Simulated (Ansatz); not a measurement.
# TaRu: the cost of one run

Computed with Ansatz 0.2.0 (DFT LDA, scalar-relativistic, plane waves, PAW, unless a step's input says otherwise).

4 further runs of the same task are left out: 4 set aside as unsound or not needed.

### Step 1. The structure to begin with

Symmetry: Pm-3m, No. 221, cubic system. The conventional cell has a = 3.121 Å, b = 3.121 Å, c = 3.121 Å, α = 90.00°, β = 90.00°, γ = 90.00°. Ta (site symmetry m-3m) is surrounded by 8 Ru at 2.70 Å. Ru (site symmetry m-3m) is surrounded by 8 Ta at 2.70 Å.

As a file:

```
Ta Ru
1.0
     3.12051    0.00000    0.00000
     0.00000    3.12051    0.00000
     0.00000    0.00000    3.12051
Ta Ru
1 1
Direct
  0.50000 0.50000 0.50000
  0.00000 0.00000 0.00000
```

This cell was relaxed beforehand with the same method: volume 15.19 Å³/atom, gap on the mesh none (metal).

### Step 2. The cell at 0.98 of its volume

input.yaml

```yaml
crystal:
  lattice:
    - [3.0995706851, 0.0, 0.0]
    - [0.0, 3.0995706851, 0.0]
    - [0.0, 0.0, 3.0995706851]
  atoms:
    - { symbol: Ta, position: [0.5, 0.5, 0.5] }
    - { symbol: Ru, position: [0.0, 0.0, 0.0] }
basis:
  ecutwfc: 420
kpoints:
  mp_grid: { grid: [14, 14, 14] }
hamiltonian:
  xc: lda
scf:
  occupations: { method: fermi_dirac, width: 0.15 }
output:
  forces: true
  stress: true
  eigenvalues: true
```

Command:

```console
$ ansatz run input.yaml --threads 1 --pin off --max-ram 3072MiB --backend cpu --events-out ev --progress --plain --runs-dir out
```

What time and memory should one allow on 1 thread of Intel Xeon at 2.50GHz (Skylake/Cascade Lake), shared host?

About 8.3 s, with a peak of 0.37 GiB.
